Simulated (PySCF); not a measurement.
**A gas-phase reaction: ClF2GeH + CH4 → CH4ClFGe + FH**

What reaction energy should one expect for `[F][GeH]([F])[Cl]` + `C` → `[CH3][GeH]([F])[Cl]` + `F`?

Programs: PySCF 2.14.0. All values are calculated, for the isolated system unless a continuum is named. Atoms count from 0, parts from 1.

### Step 1. Starting point

Each species was relaxed by itself at PBE0-D3(BJ)/def2-SVPD.

### Step 2. Reaction energy: wB97M-D3(BJ)/def2-TZVPD

The job: settings as JSON, then the geometry in Å.

```
{"job": {"kind": "react", "xc": "wB97M-D3(BJ)", "basis": "def2-TZVPD"}, "charge": 0, "multiplicity": 1}
-1 ClF2GeH charge 0 multiplicity 1
F     -0.880480    -1.099740    -0.965360
Ge    -0.083310    -0.016770     0.120280
F     -0.582140     1.561980    -0.375510
Cl     2.008980    -0.174400    -0.227740
H     -0.504550    -0.287160     1.554950

-1 CH4 charge 0 multiplicity 1
C      0.000090     0.000610     0.001510
H     -0.641610    -0.762370    -0.456170
H     -0.366710     0.998020    -0.270520
H     -0.019850    -0.111350     1.092580
H      1.028560    -0.121880    -0.359930

+1 CH4ClFGe charge 0 multiplicity 1
C     -1.011880     0.233480     0.295300
Ge     0.785720    -0.307960    -0.122480
F      0.739610    -1.150660    -1.658490
Cl     2.015000     1.438960    -0.467260
H     -1.022050     0.818650     1.224380
H     -1.648920    -0.653680     0.414720
H     -1.400090     0.850310    -0.525540
H      1.541890    -1.226460     0.839820

+1 FH charge 0 multiplicity 1
F      0.459540     0.001340     0.022600
H     -0.459540    -0.001340    -0.022600
```

Method: wB97M-D3(BJ)/def2-TZVPD reaction energy of separated species, gas phase.

Run with:

```
$ OMP_NUM_THREADS=1 python cluster_run.py task.json out
```

One launch serves the whole session: the jobs run in the order shown.

The log of the run:

```text
species 1 (ClF2GeH)
coarse grid: 26808 points
cycle   1  E = -2737.6540344405  dE = -3.745e-01  |g| = 1.047e+00  |ddm| = 1.752e+00
cycle   2  E = -2737.6035001703  dE =  5.053e-02  |g| = 1.341e+00  |ddm| = 1.215e+00
cycle   3  E = -2737.8180020634  dE = -2.145e-01  |g| = 6.985e-02  |ddm| = 6.095e-01
cycle   4  E = -2737.8187918443  dE = -7.898e-04  |g| = 3.719e-02  |ddm| = 6.512e-02
cycle   5  E = -2737.8189923894  dE = -2.005e-04  |g| = 5.902e-03  |ddm| = 2.278e-02
cycle   6  E = -2737.8190042665  dE = -1.188e-05  |g| = 2.096e-03  |ddm| = 8.665e-03
cycle   7  E = -2737.8190057047  dE = -1.438e-06  |g| = 6.167e-04  |ddm| = 2.991e-03
final grid: 53368 points
cycle   8  E = -2737.8188572486  dE = -3.083e-07  |g| = 5.402e-04  |ddm| = 1.659e-03
cycle   9  E = -2737.8188572620  dE = -1.336e-08  |g| = 6.065e-04  |ddm| = 5.752e-04
cycle  10  E = -2737.8188573110  dE = -4.902e-08  |g| = 5.892e-05  |ddm| = 2.686e-04
cycle  11  E = -2737.8188573130  dE = -2.035e-09  |g| = 3.052e-05  |ddm| = 1.034e-04
cycle  12  E = -2737.8188573135  dE = -4.698e-10  |g| = 3.384e-06  |ddm| = 5.724e-05
converged SCF energy = -2737.8188573135

species 2 (CH4)
coarse grid: 15072 points
cycle   1  E = -40.5278813969  dE = -1.934e-01  |g| = 1.334e-01  |ddm| = 1.251e+00
cycle   2  E = -40.5302941694  dE = -2.413e-03  |g| = 8.952e-02  |ddm| = 1.943e-01
cycle   3  E = -40.5321593026  dE = -1.865e-03  |g| = 5.682e-03  |ddm| = 4.934e-02
cycle   4  E = -40.5321690237  dE = -9.721e-06  |g| = 3.950e-04  |ddm| = 1.277e-02
final grid: 32696 points
cycle   5  E = -40.5321634011  dE = -1.016e-07  |g| = 9.895e-05  |ddm| = 3.203e-03
cycle   6  E = -40.5321634079  dE = -6.793e-09  |g| = 3.320e-05  |ddm| = 8.141e-04
cycle   7  E = -40.5321634085  dE = -5.865e-10  |g| = 1.754e-05  |ddm| = 2.357e-04
converged SCF energy = -40.5321634085

species 3 (CH4ClFGe)
coarse grid: 34104 points
cycle   1  E = -2677.7030205531  dE = -4.392e-01  |g| = 8.922e-01  |ddm| = 2.278e+00
cycle   2  E = -2677.6761420700  dE =  2.688e-02  |g| = 1.110e+00  |ddm| = 1.216e+00
cycle   3  E = -2677.8182471532  dE = -1.421e-01  |g| = 7.783e-02  |ddm| = 5.758e-01
cycle   4  E = -2677.8191931747  dE = -9.460e-04  |g| = 3.881e-02  |ddm| = 7.764e-02
cycle   5  E = -2677.8194091920  dE = -2.160e-04  |g| = 6.024e-03  |ddm| = 2.943e-02
cycle   6  E = -2677.8194218966  dE = -1.270e-05  |g| = 2.259e-03  |ddm| = 1.121e-02
cycle   7  E = -2677.8194234873  dE = -1.591e-06  |g| = 5.121e-04  |ddm| = 3.750e-03
final grid: 69088 points
cycle   8  E = -2677.8192648815  dE = -3.127e-07  |g| = 4.539e-04  |ddm| = 4.844e-03
cycle   9  E = -2677.8192648972  dE = -1.569e-08  |g| = 5.188e-04  |ddm| = 8.495e-04
cycle  10  E = -2677.8192649346  dE = -3.732e-08  |g| = 5.068e-05  |ddm| = 2.422e-04
cycle  11  E = -2677.8192649370  dE = -2.453e-09  |g| = 2.231e-05  |ddm| = 1.686e-04
cycle  12  E = -2677.8192649372  dE = -1.910e-10  |g| = 5.243e-06  |ddm| = 3.809e-05
converged SCF energy = -2677.8192649372

species 4 (FH)
coarse grid: 7776 points
cycle   1  E = -100.4688163677  dE = -9.408e-02  |g| = 4.644e-01  |ddm| = 6.197e-01
cycle   2  E = -100.4724972274  dE = -3.681e-03  |g| = 5.038e-01  |ddm| = 3.808e-01
cycle   3  E = -100.5053112419  dE = -3.281e-02  |g| = 2.574e-02  |ddm| = 1.678e-01
cycle   4  E = -100.5053872203  dE = -7.598e-05  |g| = 5.007e-03  |ddm| = 1.077e-02
cycle   5  E = -100.5053918615  dE = -4.641e-06  |g| = 4.334e-04  |ddm| = 3.766e-03
final grid: 16976 points
cycle   6  E = -100.5053936841  dE = -6.403e-08  |g| = 1.064e-04  |ddm| = 8.220e-04
cycle   7  E = -100.5053936876  dE = -3.445e-09  |g| = 8.146e-05  |ddm| = 2.181e-04
cycle   8  E = -100.5053936885  dE = -8.679e-10  |g| = 2.051e-05  |ddm| = 3.743e-05
converged SCF energy = -100.5053936885

Reaction energy = 15.664 kcal/mol
```

Run time: 32 s. Hardware: 1 thread of Arm Neoverse V1, shared host; peak memory 0.76 GiB.

Species by species (with the dispersion term, which the log's SCF energies lack):

```tsv
ν	species	energy (Eh)	HOMO (eV)
-1	[F][GeH]([F])[Cl]	-2737.82258	-12.40
-1	C	-40.53455	-13.46
+1	[CH3][GeH]([F])[Cl]	-2677.82653	-11.26
+1	F	-100.50563	-14.54
```

### Step 3. Reaction energy: PBE0-D3(BJ)/def2-TZVPD

Settings changed since step 2:

```diff
@@ -1,2 +1,2 @@
-{"job": {"kind": "react", "xc": "wB97M-D3(BJ)", "basis": "def2-TZVPD"}, "charge": 0, "multiplicity": 1}
+{"job": {"kind": "react", "xc": "PBE0", "basis": "def2-TZVPD", "disp": "d3bj"}, "charge": 0, "multiplicity": 1}
 -1 ClF2GeH charge 0 multiplicity 1
```

Level: PBE0-D3(BJ)/def2-TZVPD reaction energy of separated species, gas phase.

The log of the run:

```text
species 1 (ClF2GeH)
coarse grid: 26808 points
cycle   1  E = -2736.9562572242  dE = -2.877e-01  |g| = 1.085e+00  |ddm| = 1.799e+00
cycle   2  E = -2736.6458841306  dE =  3.104e-01  |g| = 1.860e+00  |ddm| = 1.536e+00
cycle   3  E = -2737.1124724894  dE = -4.666e-01  |g| = 1.578e-01  |ddm| = 9.811e-01
cycle   4  E = -2737.1154774551  dE = -3.005e-03  |g| = 5.097e-02  |ddm| = 1.116e-01
cycle   5  E = -2737.1158048336  dE = -3.274e-04  |g| = 7.203e-03  |ddm| = 2.739e-02
cycle   6  E = -2737.1158148435  dE = -1.001e-05  |g| = 2.401e-03  |ddm| = 6.170e-03
cycle   7  E = -2737.1158163941  dE = -1.551e-06  |g| = 2.769e-04  |ddm| = 1.954e-03
final grid: 53368 points
cycle   8  E = -2737.1157824538  dE = -1.729e-07  |g| = 3.317e-04  |ddm| = 1.177e-03
cycle   9  E = -2737.1157824415  dE =  1.227e-08  |g| = 4.122e-04  |ddm| = 5.932e-04
cycle  10  E = -2737.1157824777  dE = -3.621e-08  |g| = 5.563e-05  |ddm| = 3.175e-04
cycle  11  E = -2737.1157824781  dE = -3.774e-10  |g| = 1.381e-05  |ddm| = 3.303e-05
converged SCF energy = -2737.1157824781

species 2 (CH4)
coarse grid: 3568 points
cycle   1  E = -40.4581650059  dE = -2.007e-01  |g| = 2.716e-01  |ddm| = 1.408e+00
cycle   2  E = -40.4545195148  dE =  3.645e-03  |g| = 2.993e-01  |ddm| = 3.085e-01
cycle   3  E = -40.4773356798  dE = -2.282e-02  |g| = 2.108e-03  |ddm| = 1.507e-01
cycle   4  E = -40.4773365015  dE = -8.217e-07  |g| = 2.131e-04  |ddm| = 2.681e-03
final grid: 32696 points
cycle   5  E = -40.4741139201  dE = -1.464e-05  |g| = 4.508e-03  |ddm| = 6.301e-02
cycle   6  E = -40.4741128856  dE =  1.035e-06  |g| = 4.930e-03  |ddm| = 6.446e-03
cycle   7  E = -40.4741187914  dE = -5.906e-06  |g| = 3.434e-05  |ddm| = 2.494e-03
cycle   8  E = -40.4741187918  dE = -3.730e-10  |g| = 8.454e-06  |ddm| = 1.130e-04
converged SCF energy = -40.4741187918

species 3 (CH4ClFGe)
coarse grid: 34104 points
cycle   1  E = -2677.0498386806  dE = -4.317e-01  |g| = 9.506e-01  |ddm| = 2.372e+00
cycle   2  E = -2676.8562171488  dE =  1.936e-01  |g| = 1.527e+00  |ddm| = 1.511e+00
cycle   3  E = -2677.1652831606  dE = -3.091e-01  |g| = 1.906e-01  |ddm| = 9.147e-01
cycle   4  E = -2677.1706195714  dE = -5.336e-03  |g| = 4.036e-02  |ddm| = 1.349e-01
cycle   5  E = -2677.1708319513  dE = -2.124e-04  |g| = 6.731e-03  |ddm| = 2.595e-02
cycle   6  E = -2677.1708427372  dE = -1.079e-05  |g| = 2.239e-03  |ddm| = 7.702e-03
cycle   7  E = -2677.1708438644  dE = -1.127e-06  |g| = 2.982e-04  |ddm| = 1.738e-03
final grid: 69088 points
cycle   8  E = -2677.1708426774  dE = -1.508e-07  |g| = 4.033e-04  |ddm| = 4.291e-03
cycle   9  E = -2677.1708426534  dE =  2.404e-08  |g| = 5.101e-04  |ddm| = 7.536e-04
cycle  10  E = -2677.1708427191  dE = -6.574e-08  |g| = 2.516e-05  |ddm| = 3.859e-04
cycle  11  E = -2677.1708427192  dE = -8.959e-11  |g| = 1.262e-05  |ddm| = 2.636e-05
converged SCF energy = -2677.1708427192

species 4 (FH)
coarse grid: 1712 points
cycle   1  E = -100.3541233070  dE = -3.605e-02  |g| = 4.957e-01  |ddm| = 6.253e-01
cycle   2  E = -100.3146039803  dE =  3.952e-02  |g| = 7.430e-01  |ddm| = 5.125e-01
cycle   3  E = -100.3938472098  dE = -7.924e-02  |g| = 2.284e-02  |ddm| = 2.892e-01
cycle   4  E = -100.3939227700  dE = -7.556e-05  |g| = 4.205e-03  |ddm| = 9.787e-03
cycle   5  E = -100.3939247540  dE = -1.984e-06  |g| = 3.556e-04  |ddm| = 1.247e-03
final grid: 16976 points
cycle   6  E = -100.3948397499  dE = -1.858e-05  |g| = 3.998e-03  |ddm| = 7.527e-03
cycle   7  E = -100.3948378243  dE =  1.926e-06  |g| = 5.499e-03  |ddm| = 3.353e-03
cycle   8  E = -100.3948419141  dE = -4.090e-06  |g| = 9.909e-05  |ddm| = 2.013e-03
cycle   9  E = -100.3948419153  dE = -1.273e-09  |g| = 1.776e-05  |ddm| = 3.918e-05
cycle  10  E = -100.3948419154  dE = -4.758e-11  |g| = 3.059e-06  |ddm| = 1.024e-05
converged SCF energy = -100.3948419154

Reaction energy = 14.291 kcal/mol
```

It took 16 s on 1 thread of Arm Neoverse V1, shared host; peak memory 0.66 GiB.

Reaction energy at this level: 14.29 kcal/mol.

### Step 4. Side by side

Energies in kcal/mol, with wall time:

```tsv
run	reaction	time
wB97M-D3(BJ)/def2-TZVPD	15.66	32 s
PBE0-D3(BJ)/def2-TZVPD	14.29	16 s
```

### Step 5. Summary of results

| quantity | value |
| --- | --- |
| reaction energy (wB97M-D3(BJ)/def2-TZVPD) | 15.66 kcal/mol |
| ΔH, ΔG at 298 K (xTB thermal terms) | +14.4, +14.1 kcal/mol |
| range of the reaction energy over the runs of this table | 14.29 to 15.66 kcal/mol |

What this shows: The reaction is endothermic by 14.4 kcal/mol in the gas phase; dispersion gives -0.88, and xTB itself gave 35.41 for the electronic energy (xTB energies and thermal terms come from the earlier relaxation of each species, not shown). No barrier was sought. xTB and this level differ widely in the electronic energy, so what comes from xTB (the thermal terms above all) is less safe here. The reaction energy runs from 14.29 (PBE0-D3(BJ)/def2-TZVPD) to 15.66 kcal/mol (wB97M-D3(BJ)/def2-TZVPD).
